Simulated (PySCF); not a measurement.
# C3H9As: the cost of one run

Computed with PySCF 2.14.0 and routines of our own; the level stands in each step. Atoms count from 0.

## Step 1: The system as given

13 atoms, charge 0, multiplicity 1; geometry from: GFN2-xTB.

## Step 2: Relaxing the molecule at PBE0-D3(BJ)/def2-SVP

Job settings and geometry (Å):

```
{"job": {"xc": "PBE0", "basis": "def2-SVP", "d3": "d3bj", "grid": 1, "maxiter": 30, "shake": 0.01, "kind": "geom"}, "charge": 0, "multiplicity": 1}
C     -0.401800     1.593040     0.395340
As    -0.215960    -0.216940     1.097660
C      1.573610    -0.529960     0.351810
C     -1.171210    -1.121150    -0.346700
H     -0.166210     1.649200    -0.676470
H      0.217570     2.314560     0.931020
H     -1.442090     1.951100     0.511160
H      1.648390    -0.248590    -0.697930
H      1.862760    -1.572540     0.478800
H      2.328780     0.060150     0.912430
H     -0.871030    -0.788950    -1.311520
H     -1.058610    -2.200470    -0.269880
H     -2.298370    -0.906340    -0.264650
```

Launch:

```bash
> OMP_NUM_THREADS=1 python heavy_run.py task.json out
```

One launch serves the whole session: the jobs run in the order shown.

**Question.** How long does this first job take on 1 thread of Arm Neoverse V2, shared host, and how much memory does it need?

About 43 s, with a peak of 0.5 GiB.
